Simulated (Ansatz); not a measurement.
# ClF2GeH: the cost of one run

Method: RKS PBE0-D4/def2-SVP, in Ansatz 0.2.0.

## 1. The starting structure

Bond lengths: Ge1–Cl2 2.220 Å, Ge1–F3 1.680 Å, Ge1–H4 1.549 Å, Ge1–F5 1.679 Å. Angles: Cl2–Ge1–F3 109.4°, Cl2–Ge1–H4 109.5°, Cl2–Ge1–F5 109.5°, F3–Ge1–H4 109.5°, F3–Ge1–F5 109.5°, H4–Ge1–F5 109.5°.

As a file:

```xyz
5

Ge    0.0000    0.0000    0.0000
Cl    0.0000    0.0000    2.2200
F     1.5842    0.0000   -0.5594
H    -0.7300    1.2648   -0.5162
F    -0.7913   -1.3709   -0.5594
```

## 2. Relaxing the start

Input file input.yaml:

```yaml
crystal:
  periodic: [false, false, false]
  atoms:
    - { symbol: Ge, position_ang: [0.0, 0.0, 0.0] }
    - { symbol: Cl, position_ang: [0.0, 0.0, 2.22] }
    - { symbol: F, position_ang: [1.5842, 0.0, -0.5594] }
    - { symbol: H, position_ang: [-0.73, 1.2648, -0.5162] }
    - { symbol: F, position_ang: [-0.7913, -1.3709, -0.5594] }
basis:
  gaussian: { orbitals: def2-SVP }
hamiltonian:
  xc: pbe0
  dispersion: d4
relax:
  f_tol: 0.02
  max_steps: 40
```

On the command line:

```console
ansatz run input.yaml --threads 2 --pin off --max-ram 3072MiB --backend cpu --events-out ev --progress --plain --runs-dir out
```

**Question.** How long does this run take on 2 threads of Arm Neoverse V2, shared host, and how much memory does it need?

About 9.6 s, with a peak of 0.18 GiB.
